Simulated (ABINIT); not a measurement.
A run of ABINIT 10.8.3 (patched build) is set up as follows.

File run.abi:

```
# Pseudopotentials
pp_dirpath "./"
pseudos "Al.upf, Cl.upf"

# Structure
acell 4.6874210897 4.6874210897 3.8217454462 Angstrom
rprim
     1.0000000000     0.0000000000     0.0000000000
     0.0000000000     1.0000000000     0.0000000000
     0.0000000000     0.0000000000     1.0000000000
ntypat 2
znucl 13 17
natom 3
typat 1 2 2
xcart
     0.0000000000     0.0000000000     1.9912610366
     2.3437105448     0.0000000000     1.3835391525
     0.0000000000     2.3437105448     1.3835391525 Angstrom
chkprim 0
chksymtnons 0
tolsym 1.0e-6

# Plane-wave basis
ecut 29.0

# k points
kptopt 1
ngkpt 4 4 5
nshiftk 1
shiftk 0.0 0.0 0.0

# Exchange and correlation
ixc 11

# Bands and occupations
nband 13
occopt 3
tsmear 0.05 eV

# SCF cycle
nstep 100
tolvrs 1.0e-10

# Output
iomode 3
prtwf 0
prtden 0
prteig 0
prtebands 0
enunit 1
prtvol 2
```

Potentials or basis: PseudoDojo NC SR PBE v0.4.1 standard.

Launch:

```sh
$ abinit run.abi > log 2>&1
```

**Question.** What does it give for the band gap on the k mesh?

**Answer.** None (metal or under the smearing width).

**Question.** What does it give for the largest force?

**Answer.** 0.274 eV/Å.

**Question.** Predict the pressure.

**Answer.** -1.2 GPa.

Forces on the atoms (eV/Å):
```
Al   0.000  0.000 -0.274
Cl   0.000  0.000  0.137
Cl   0.000  0.000  0.137
```

Caveat: this functional lacks dispersion, which binds the layers, so the pressure and a relaxed spacing across them are unreliable; an odd number of electrons without spin polarisation forces a metal; a magnetic or distorted state may lie lower.
